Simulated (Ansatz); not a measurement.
**CH₃BBrFO: one species, many methods**

An exercise on one series of results from a longer session: the logs are not shown, and one member is left open.

Method: functionals in def2-TZVPP, the program's frozen cores in correlated methods; program: Ansatz 0.2.0, Gaussian basis.

Levels to be run: LDA (SPW92), PBE-D4, revPBE-D4, BLYP-D4, r2SCAN-D4, B97M-V, PBE0-D4, B3LYP-D4, r2SCANh-D4, r2SCAN0-D4, HSE06-D4, BHLYP-D4, CAM-B3LYP-D4, LC-ωPBE, ωB97X-V, ωB97M-V, B2PLYP, PBE-QIDH; CCSD(T)/def2-SVP; CCSD(T)/def2-TZVPP; MP2/def2-QZVPP; extrapolation to the limit; RPA on PBE.

## Structure used throughout

An earlier PBE0-D4 in a triple-zeta def2 set relaxation fixed the geometry.

SMILES `COB(F)Br`, 8 atoms, charge 0, spin multiplicity 1.

Atoms are counted from 1 here; the program's logs count them from 0.

Bond lengths: C1–O2 1.414 Å, C1–H6 1.090 Å, C1–H7 1.091 Å, C1–H8 1.091 Å, O2–B3 1.330 Å, B3–F4 1.318 Å, B3–Br5 1.931 Å. Angles: O2–C1–H6 108.1°, O2–C1–H7 108.6°, O2–C1–H8 111.6°, H6–C1–H7 109.2°, H6–C1–H8 109.8°, H7–C1–H8 109.6°, C1–O2–B3 126.9°, O2–B3–F4 118.6°, O2–B3–Br5 124.2°, F4–B3–Br5 117.2°.

The first run:

Contents of in.yaml:

```yaml
crystal:
  periodic: [false, false, false]
  atoms:
    - {symbol: C, position_ang: [-0.908005, -0.549786, -0.367364]}
    - {symbol: O, position_ang: [0.287188, -0.586957, 0.387822]}
    - {symbol: B, position_ang: [1.161314, 0.402846, 0.547718]}
    - {symbol: F, position_ang: [2.224690, 0.189634, 1.297409]}
    - {symbol: Br, position_ang: [0.980392, 2.151613, -0.251980]}
    - {symbol: H, position_ang: [-0.908093, -1.405657, -1.042606]}
    - {symbol: H, position_ang: [-1.754587, -0.632568, 0.315553]}
    - {symbol: H, position_ang: [-0.990702, 0.373777, -0.942352]}
basis:
  gaussian: {orbitals: def2-TZVPP}
hamiltonian: {xc: lda}
output: {orbitals: {seedname: orbitals}}
```

Run with:

```console
$ ansatz run in.yaml --threads 4 --pin off --events-out ev --progress --plain --max-ram 10444MiB
```

Steps of the session up to this table: LDA; PBE-D4 (GGA); revPBE-D4 (GGA); BLYP-D4 (GGA); r2SCAN-D4 (meta-GGA); B97M-V (meta-GGA); PBE0-D4 (hybrid); B3LYP-D4 (hybrid); r2SCANh-D4 (hybrid); r2SCAN0-D4 (hybrid); HSE06-D4 (hybrid); BHLYP-D4 (hybrid); CAM-B3LYP-D4 (range-separated); LC-ωPBE (range-separated); ωB97X-V (range-separated); ωB97M-V (range-separated); B2PLYP (double hybrid); PBE-QIDH (double hybrid).

One table of the session follows, with a row left open; its other results are not shown here.

It belongs to the step «Frontier levels by functional». 

```
  functional  HOMO (eV)  gap (eV)
 LDA (SPW92)      -7.49      6.54
      PBE-D4      -7.30      6.66
   revPBE-D4      -7.24      6.71
     BLYP-D4      -7.13      6.62
   r2SCAN-D4      -7.65      7.40
      B97M-V      -7.73      7.56
     PBE0-D4      -8.67      9.03
    B3LYP-D4      -8.38      8.50
  r2SCANh-D4      -8.15      8.24
  r2SCAN0-D4      -8.90      9.50
    HSE06-D4      -8.27      8.24
    BHLYP-D4      -9.85     11.22
CAM-B3LYP-D4     -10.02     11.50
     LC-ωPBE     -11.45     14.16
     ωB97X-V     -11.07     13.66
     ωB97M-V          ?         ?
```

Estimate the missing values for ωB97M-V.

As computed: HOMO (eV): -10.93; gap (eV): 13.06. In the column «HOMO (eV)» it lies between ωB97X-V (-11.07) and CAM-B3LYP-D4 (-10.02).
